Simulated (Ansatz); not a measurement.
**SnH₂O₂ (SMILES [OH][Sn][OH]): energies and forces away from the minimum**

One table from this session's results is given with a row withheld; the runs are named, their logs left out.

The runs use Ansatz 0.2.0, Gaussian basis; single points with forces in def2-TZVPP.

Levels: PBE-D4, r2SCAN-D4, PBE0-D4, wB97M-V, Hartree-Fock, MP2, CCSD, CCSD(T). Each coordinate is moved by a Gaussian draw of the width named (0.7 of it for atoms other than hydrogen): 0.09, 0.06, 0.12, 0.06 Å.

Cores are frozen in the correlated methods. Filled d shells of the heavier atoms are correlated. Core potentials replace the inner electrons past krypton, and spin-orbit coupling is left out.

6 further runs of the same task are left out: 6 set aside as unsound or not needed.

### The starting structure

SMILES `[OH][Sn][OH]`, 5 atoms, charge 0, spin multiplicity 1.

Atoms are counted from 1 here; the program's logs count them from 0.

Bond lengths: O1–Sn2 1.930 Å, O1–H4 0.950 Å, Sn2–O3 1.955 Å, O3–H5 0.983 Å. Angles: Sn2–O1–H4 105.5°, O1–Sn2–O3 108.2°, Sn2–O3–H5 106.9°.

As a file:

```mol
H2O2Sn
  3D, bonds by distance, orders not assigned

  5  4  0  0  0  0  0  0  0  0999 V2000
   -1.1523    0.0572   -0.8507 O   0  0
   -0.1897   -0.6185    0.6793 Sn  0  0
    1.7016   -0.1763    0.4535 O   0  0
   -2.0670   -0.1368   -0.6820 H   0  0
    1.7572    0.8008    0.3585 H   0  0
  1  2  8  0
  1  4  8  0
  2  3  8  0
  3  5  8  0
M  END
```

The first run:

Contents of pre/in.yaml:

```yaml
crystal:
  periodic: [false, false, false]
  atoms:
    - {symbol: O, position_ang: [-1.152300, 0.057200, -0.850700]}
    - {symbol: Sn, position_ang: [-0.189700, -0.618500, 0.679300]}
    - {symbol: O, position_ang: [1.701600, -0.176300, 0.453500]}
    - {symbol: H, position_ang: [-2.067000, -0.136800, -0.682000]}
    - {symbol: H, position_ang: [1.757200, 0.800800, 0.358500]}
basis:
  gaussian: {orbitals: def2-SVP}
hamiltonian: {xc: pbe, dispersion: d4}
relax: {f_tol: 0.03, max_steps: 250}
```

The command line of these runs was not kept.

Steps of the session up to this table: A first relaxation in a small basis; Finding the minimum; Reference energies at the minimum; Structure 1, width 0.09 Å; Structure 2, width 0.06 Å; Structure 3, width 0.12 Å; Structure 4, width 0.06 Å.

One of the session's tables, all rows but one given; the rest of the session is left out.

```
   method  RMS force component (eV/Å)  angle to CCSD(T) forces (°)  dipole (D)
   PBE-D4                           ?                            ?           ?
r2SCAN-D4                       1.015                          5.2        2.78
  PBE0-D4                       1.015                          3.9        2.90
  wB97M-V                       1.014                          2.8        2.97
  CCSD(T)                       1.019                    reference        2.94
```

Q: Estimate the row for PBE-D4 from the others.

The run gave: RMS force component (eV/Å): 1.106; angle to CCSD(T) forces (°): 19.3; dipole (D): 2.70. In the column «RMS force component (eV/Å)» it is the highest.
